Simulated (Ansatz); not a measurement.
# FH3S3Ti: basis-set convergence

An exercise on one series of results from a longer session: the logs are not shown, and one member is left open.

The runs use Ansatz 0.2.0, Gaussian basis; one geometry, several basis sets.

The runs, in order: PBE0-D4/def2-SVP; ωB97M-V/def2-SVP; PBE0-D4/def2-QZVPP; ωB97M-V/def2-QZVPP; the functionals' def2-TZVPP values are taken from earlier runs.

## The geometry

The geometry comes from an earlier relaxation with PBE0-D4 in a triple-zeta def2 set; it is a stationary point, not always the lowest conformer.

SMILES `[F][Ti]([SH])([SH])[SH]`, 8 atoms, charge 0, spin multiplicity 1.

Atoms are counted from 1 here; the program's logs count them from 0.

Bond lengths: F1–Ti2 1.739 Å, Ti2–S3 2.280 Å, Ti2–S4 2.280 Å, Ti2–S5 2.280 Å, S3–H6 1.346 Å, S4–H7 1.346 Å, S5–H8 1.346 Å. Angles: F1–Ti2–S3 109.9°, F1–Ti2–S4 109.9°, F1–Ti2–S5 109.9°, S3–Ti2–S4 109.1°, S3–Ti2–S5 109.1°, S4–Ti2–S5 109.1°, Ti2–S3–H6 91.4°, Ti2–S4–H7 91.4°, Ti2–S5–H8 91.4°.

Set-up of the first run:

The input, in.yaml:

```yaml
crystal:
  periodic: [false, false, false]
  atoms:
    - {symbol: F, position_ang: [-2.043971, 1.382463, -0.016754]}
    - {symbol: Ti, position_ang: [-0.602974, 0.408402, -0.009983]}
    - {symbol: S, position_ang: [0.338430, 0.430844, 2.066000]}
    - {symbol: S, position_ang: [0.895859, 1.232868, -1.516659]}
    - {symbol: S, position_ang: [-1.117415, -1.740335, -0.571232]}
    - {symbol: H, position_ang: [1.577127, 0.458711, 1.539187]}
    - {symbol: H, position_ang: [1.275551, -0.010333, -1.867348]}
    - {symbol: H, position_ang: [-0.230507, -2.219720, 0.321087]}
basis:
  gaussian: {orbitals: def2-SVP}
hamiltonian: {xc: pbe0, dispersion: d4}
output: {orbitals: {seedname: orbitals}}
```

On the command line:

```sh
$ ansatz run in.yaml --threads 4 --pin off --events-out ev --progress --plain --max-ram 10444MiB
```

Steps of the session up to this table: PBE0-D4 in def2-SVP; ωB97M-V in def2-SVP; PBE0-D4 in def2-QZVPP; ωB97M-V in def2-QZVPP.

One table of the session follows, with a row left open; its other results are not shown here.

It belongs to the step «Functionals by basis». 

```
functional       basis  HOMO (eV)  LUMO (eV)
   PBE0-D4    def2-SVP      -7.79      -3.06
   PBE0-D4  def2-TZVPP      -7.87      -3.05
   PBE0-D4  def2-QZVPP      -7.88      -3.07
   ωB97M-V    def2-SVP      -9.83      -0.87
   ωB97M-V  def2-TZVPP      -9.95      -0.93
   ωB97M-V  def2-QZVPP          ?          ?
```

Estimate the missing values for ωB97M-V, def2-QZVPP.

**Answer.** HOMO (eV): -9.97; LUMO (eV): -0.97. In the column «HOMO (eV)» it is the lowest.
